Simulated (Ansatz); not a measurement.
Here is an Ansatz 0.2.0 calculation.

input.yaml

```yaml
crystal:
  lattice:
    - [2.77085, 0.0, 0.0]
    - [-1.38543, 2.39963, 0.0]
    - [0.0, 0.0, 22.01961]
  atoms:
    - { symbol: Ni, position: [0.33333, 0.66667, 0.85081], spin: 1.0 }
    - { symbol: Ni, position: [0.66667, 0.33333, 0.14919], spin: 1.0 }
    - { symbol: Mo, position: [0.66667, 0.33333, 0.76059], spin: 1.0 }
    - { symbol: Mo, position: [0.33333, 0.66667, 0.23941], spin: 1.0 }
    - { symbol: Pd, position: [0.33333, 0.66667, 0.05329] }
    - { symbol: Pd, position: [0.66667, 0.33333, 0.94671] }
    - { symbol: Ir, position: [0.33333, 0.66667, 0.65827], spin: 0.6 }
    - { symbol: Ir, position: [0.66667, 0.33333, 0.34173], spin: 0.6 }
    - { symbol: W, position: [0.33333, 0.66667, 0.44418] }
    - { symbol: W, position: [0.66667, 0.33333, 0.55582] }
hamiltonian:
  xc: rpbe
  pseudopotentials: { kind: paw }
magnetization:
  spin_polarized: true
kpoints:
  mp_grid: { grid: [8, 8, 1] }
scf:
  occupations: { method: fermi_dirac, width: 0.05 }
output:
  forces: true
  stress: true
  eigenvalues: true
relax:
  f_tol: 0.01
  max_steps: 40
  cell: { stress_tol: 0.05 }
```

Potentials or basis: Ansatz PAW.

Run with:

```console
$ ansatz run input.yaml --threads 8 --pin off --max-ram 20480MiB --backend cpu --events-out ev --progress --plain --runs-dir out
```

Problem. Estimate the space group after relaxing (to 0.05 Å).

Solution. P-3m1 (No. 164).

Problem. Estimate the net moment.

Solution. 0.00 μB per cell.

Final structure:
```yaml
crystal:
  lattice:
    - [2.78550, 0.00000, 0.00000]
    - [-1.39275, 2.41231, 0.00000]
    - [0.00000, 0.00000, 22.18739]
  atoms:
    - { symbol: Ni, position: [0.33333, 0.66667, 0.84982] }
    - { symbol: Ni, position: [0.66667, 0.33333, 0.15018] }
    - { symbol: Mo, position: [0.66667, 0.33333, 0.75932] }
    - { symbol: Mo, position: [0.33333, 0.66667, 0.24068] }
    - { symbol: Pd, position: [0.33333, 0.66667, 0.05363] }
    - { symbol: Pd, position: [0.66667, 0.33333, 0.94637] }
    - { symbol: Ir, position: [0.33333, 0.66667, 0.65748] }
    - { symbol: Ir, position: [0.66667, 0.33333, 0.34252] }
    - { symbol: W, position: [0.33333, 0.66667, 0.44433] }
    - { symbol: W, position: [0.66667, 0.33333, 0.55567] }
```

Caveat: the starting moments weren't kept. The run has no spin-orbit coupling, so splittings on Ir, W are missing.
